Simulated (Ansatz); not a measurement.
# CsBa3: the cost of one run

Computed with Ansatz 0.2.0 (DFT PBE, scalar-relativistic, plane waves, PAW, unless a step's input says otherwise).

### Step 1. The starting structure

The structure is tetragonal, space group I4/mmm (No. 139). The conventional cell has a = 6.493 Å, b = 6.493 Å, c = 13.607 Å, α = 90.00°, β = 90.00°, γ = 90.00°.

Coordinates:

```
Cs Ba
1.0
    -3.24647    3.24647    6.80338
     3.24647   -3.24647    6.80338
     3.24647    3.24647   -6.80338
Cs Ba
1 3
Direct
  0.00000 0.00000 0.00000
  0.75000 0.25000 0.50000
  0.25000 0.75000 0.50000
  0.50000 0.50000 0.00000
```

This is candidate A: structure listed in a database for this formula (I4/mmm, No. 139).

(A quick probe on a coarse mesh, which set the mesh and smearing, is not shown.)

### Step 3. Relaxing cell and atoms (candidate A)

Contents of input.yaml:

```yaml
crystal:
  lattice:
    - [-3.246471, 3.246471, 6.803383]
    - [3.246471, -3.246471, 6.803383]
    - [3.246471, 3.246471, -6.803383]
  atoms:
    - { symbol: Cs, position: [0.0, 0.0, 0.0] }
    - { symbol: Ba, position: [0.75, 0.25, 0.5] }
    - { symbol: Ba, position: [0.25, 0.75, 0.5] }
    - { symbol: Ba, position: [0.5, 0.5, 0.0] }
basis:
  ecutwfc: 420
kpoints:
  mp_grid: { grid: [10, 10, 10] }
hamiltonian:
  xc: pbe
scf:
  occupations: { method: gaussian, width: 0.1 }
output:
  forces: true
  stress: true
  eigenvalues: true
relax:
  adjacent_minimum: "off"
  f_tol: 0.01
  max_steps: 80
  cell: { stress_tol: 0.05 }
```

Run with:

```bash
$ ansatz run input.yaml --threads 1 --pin off --max-ram 2560MiB --backend cpu --events-out ev --progress --plain --runs-dir out
```

What time and memory should one allow on 1 thread of Arm Neoverse V2, shared host?

About 3.5 min, with a peak of 0.95 GiB.
